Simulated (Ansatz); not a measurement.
**Reference phase of V, 1 atom**

Wanted: energy, pressure and frontier levels of the defect-free cell (PBEsol, HSE06 and r²SCAN).

Program: Ansatz 0.2.0, PAW, plane waves. These are calculated values, not measurements.

## 1. The system as built

1 atoms (1 V); a = 2.563 Å, b = 2.563 Å, c = 2.563 Å, α = 109.47°, β = 109.47°, γ = 109.47°.

Plan of the steps: (2) PBEsol single point at a 14×14×14 mesh, on 1 × NVIDIA GB300 Max-Q with 8 threads of Arm Neoverse-V2; (3) HSE06 single point at a 14×14×14 mesh, on 1 × NVIDIA GB300 Max-Q with 8 threads of Arm Neoverse-V2; (4) r²SCAN single point at a 14×14×14 mesh, on 1 × NVIDIA GB300 Max-Q with 8 threads of Arm Neoverse-V2.

## 2. PBEsol on the given atoms

The input, in.yaml:

```yaml
crystal:
  lattice:
    - [-1.479986, 1.479986, 1.479986]
    - [1.479986, -1.479986, 1.479986]
    - [1.479986, 1.479986, -1.479986]
  atoms:
    - { symbol: V, position: [0.000000, 0.000000, 0.000000] }
kpoints:
  mp_grid: { grid: [14, 14, 14] }
hamiltonian:
  xc: pbesol
scf:
  occupations: { method: fermi_dirac, width: 0.1 }
output:
  forces: true
  eigenvalues: true
  stress: true
  populations: true
```

Started as:

```
> ansatz run in.yaml --threads 8 --pin off --max-ram 118750MiB --runs-dir r --events-out ev --progress --plain --backend cuda --devices 0,
```

## 3. Single point with HSE06

in.yaml, as its differences from that of step 2:

```diff
@@ -10,3 +10,3 @@
 hamiltonian:
-  xc: pbesol
+  xc: hse06
 scf:
@@ -16,3 +16,2 @@
   eigenvalues: true
-  stress: true
   populations: true
```

## 4. Single point with r²SCAN

in.yaml, as its differences from that of step 3:

```diff
@@ -10,3 +10,3 @@
 hamiltonian:
-  xc: hse06
+  xc: r2scan
 scf:
```

What does the calculation give? Wanted: for each run, energy; pressure.

The runs gave:

| level | time | energy (eV/atom) | pressure (GPa) |
| --- | --- | --- | --- |
| PBEsol | 1.6 s (GPU) | -2885.2952 | -0.04 |
| HSE06 | 7.1 s (GPU) | -2910.8588 | - |
| r²SCAN | 1.5 s (GPU) | -2917.0662 | - |

No level run gives a gap: levels at the Fermi energy are partly filled.
